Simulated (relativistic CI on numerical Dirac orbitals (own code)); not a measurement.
# I⁺: one ion under different settings

How much do the settings matter for I⁺? One ion, several inputs.

Program: relativistic CI on numerical Dirac orbitals (own code) version 3. Level of theory: Dirac-Coulomb-Breit CI, KLI orbitals optimised for each configuration, model QED (radiative potential, 1s self-energy scaled to tabulated hydrogen-like ionisation energies), numerical settings as typed. These are calculated values, not measurements, unless marked.

### 1 Starting point

```
ion            : I⁺ (I II)
nuclear charge : 53
electrons      : 52
isotope        : A = 127
```

### 2 The usual input

The run's settings:

```ini
atom I  Z=53  charge=1  electrons=52
nucleus A=127  rms_radius_fm=4.7500
hamiltonian dirac-coulomb  breit=on  qed=on  c_scale=1
orbitals kli  potential=per-configuration
slater_scale 1
correlation none
mixing on
grid step=0.0125 r_max=100.6
scf mixing=0.4 start=green max_iterations=150 tolerance=2e-08 node_fill=0.05
configurations
  [Kr] 4d10 5s2 5p4
  [Kr] 4d10 5s2 5p3 5d
end
```

Started as:

```bash
$ python run_levels.py task.json out
```

One command runs all members of the session, one after another, from task.json.

### 3 End of the grid 50.3, node fill 0.5, grid step 0.008

The settings differ from step 2 so:

```diff
@@ -7,4 +7,4 @@
 mixing on
-grid step=0.0125 r_max=100.6
-scf mixing=0.4 start=green max_iterations=150 tolerance=2e-08 node_fill=0.05
+grid step=0.008 r_max=50.3
+scf mixing=0.4 start=green max_iterations=150 tolerance=2e-08 node_fill=0.5
 configurations
```

### 4 Start potential bare, tolerance 0.0001, grid step 0.006

The settings differ from step 3 so:

```diff
@@ -7,4 +7,4 @@
 mixing on
-grid step=0.008 r_max=50.3
-scf mixing=0.4 start=green max_iterations=150 tolerance=2e-08 node_fill=0.5
+grid step=0.006 r_max=100.6
+scf mixing=0.4 start=bare max_iterations=150 tolerance=0.0001 node_fill=0.05
 configurations
```

### 5 Breit term off

The run's settings:

```ini
atom I  Z=53  charge=1  electrons=52
nucleus A=127  rms_radius_fm=4.7500
hamiltonian dirac-coulomb  breit=off  qed=on  c_scale=1
orbitals kli  potential=per-configuration
slater_scale 1
correlation none
mixing on
grid step=0.0125 r_max=100.6
scf mixing=0.4 start=green max_iterations=150 tolerance=2e-08 node_fill=0.05
configurations
  [Kr] 4d10 5s2 5p4
  [Kr] 4d10 5s2 5p3 5d
end
```

### 6 Start potential thomas-fermi

The run's settings:

```ini
atom I  Z=53  charge=1  electrons=52
nucleus A=127  rms_radius_fm=4.7500
hamiltonian dirac-coulomb  breit=on  qed=on  c_scale=1
orbitals kli  potential=per-configuration
slater_scale 1
correlation none
mixing on
grid step=0.0125 r_max=100.6
scf mixing=0.4 start=thomas-fermi max_iterations=150 tolerance=2e-08 node_fill=0.05
configurations
  [Kr] 4d10 5s2 5p4
  [Kr] 4d10 5s2 5p3 5d
end
```

### 7 Potential mixing 1.8

The settings differ from step 6 so:

```diff
@@ -8,3 +8,3 @@
 grid step=0.0125 r_max=100.6
-scf mixing=0.4 start=thomas-fermi max_iterations=150 tolerance=2e-08 node_fill=0.05
+scf mixing=1.8 start=green max_iterations=71 tolerance=2e-08 node_fill=0.05
 configurations
```

(Steps that only read results are left out.)

Q: Predict the outcome of this session. Wanted: lowest level, usual settings; total energy; first excitation.

The runs gave:

| setting | total energy less usual (Ha) | largest shift of a level among the lowest eight of both runs, same label and place (cm⁻¹) | SCF iterations | time | lowest level | kind of change |
| --- | --- | --- | --- | --- | --- | --- |
| usual | 0 | 0 | 23 | 0.16 s | 5p4 3P2 | - |
| end of the grid 50.3, node fill 0.5, grid step 0.008 | 0.0524 | 598 | 23 | 0.25 s | 5p4 3P2 | numerical |
| start potential bare, tolerance 0.0001, grid step 0.006 | -0.000129 | 0.0194 | 28 | 0.43 s | 5p4 3P2 | numerical |
| Breit term off | -5.41 | 167 | 23 | 0.15 s | 5p4 3P2 | model term |
| start potential thomas-fermi | 0 | 0 | 23 | 0.16 s | 5p4 3P2 | numerical |
| potential mixing 1.8 | 0 | 0 | 27 | 0.19 s | 5p4 3P2 | extreme, harmless here |

| quantity | value |
| --- | --- |
| lowest level, usual settings | 5p4 3P2 |
| total energy | -7106.4238 Ha |
| first excitation | 6966.0 cm⁻¹ |

In words: Among the runs whose levels can be followed, they move most under «end of the grid 50.3, node fill 0.5, grid step 0.008» (numerical), by up to 598 cm⁻¹. No visible change in the result comes from «start potential thomas-fermi» or «potential mixing 1.8». Only the listed configurations are in the model. Near neutrality, missing correlation can shift configurations against each other by thousands of cm⁻¹.
